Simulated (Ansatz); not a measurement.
# LiAu6: the cost of one run

Method: DFT PBE, scalar-relativistic, plane waves, PAW, in Ansatz 0.2.0.

## 1. The structure to begin with

It takes space group Fm-3m (No. 225, cubic). The conventional cell has a = 8.040 Å, b = 8.040 Å, c = 8.040 Å, α = 90.00°, β = 90.00°, γ = 90.00°. Li (site symmetry m-3m) has 12 Au at 2.84 Å as nearest neighbours. Au (site symmetry mmm) has 2 Li at 2.84 Å and 8 Au at 2.84 Å as nearest neighbours.

Coordinates:

```cif
data_structure
_symmetry_space_group_name_H-M 'Fm-3m'
_symmetry_Int_Tables_number 225
_cell_length_a 8.0397
_cell_length_b 8.0397
_cell_length_c 8.0397
_cell_angle_alpha 90.000
_cell_angle_beta 90.000
_cell_angle_gamma 90.000
_cell_volume 519.67
loop_
_atom_site_label
_atom_site_type_symbol
_atom_site_symmetry_multiplicity
_atom_site_Wyckoff_symbol
_atom_site_fract_x
_atom_site_fract_y
_atom_site_fract_z
_atom_site_occupancy
Li1 Li 4 a 0.00000 0.00000 0.00000 1
Au1 Au 24 d 0.25000 0.75000 0.00000 1
```

The start is the relaxed end of an invented cell (made as: species swapped into a database cell of Zn6Mo (Fm-3m, No. 225)), taken up again for a closer look.

## 2. Probe: one point on a coarse mesh

Input file input.yaml:

```yaml
crystal:
  lattice:
    - [0.0, 4.0198631, 4.0198631]
    - [4.0198631, 0.0, 4.0198631]
    - [4.0198631, 4.0198631, 0.0]
  atoms:
    - { symbol: Li, position: [0.0, 0.0, 0.0] }
    - { symbol: Au, position: [0.5, 0.5, 0.0] }
    - { symbol: Au, position: [0.5, 0.0, 0.5] }
    - { symbol: Au, position: [0.0, 0.0, 0.5] }
    - { symbol: Au, position: [0.0, 0.5, 0.0] }
    - { symbol: Au, position: [0.0, 0.5, 0.5] }
    - { symbol: Au, position: [0.5, 0.0, 0.0] }
basis:
  ecutwfc: 420
kpoints:
  mp_grid: { grid: [4, 4, 4] }
hamiltonian:
  xc: pbe
scf:
  occupations: { method: gaussian, width: 0.1 }
  lower_state_search: "off"
output:
  forces: true
  stress: true
  eigenvalues: true
```

Started as:

```
$ ansatz run input.yaml --threads 4 --pin off --max-ram 8192MiB --backend cpu --events-out ev --progress --plain --runs-dir out
```

What time and memory should one allow on 4 threads of Arm Neoverse N1, shared host?

About 2.5 s, with a peak of 0.5 GiB.
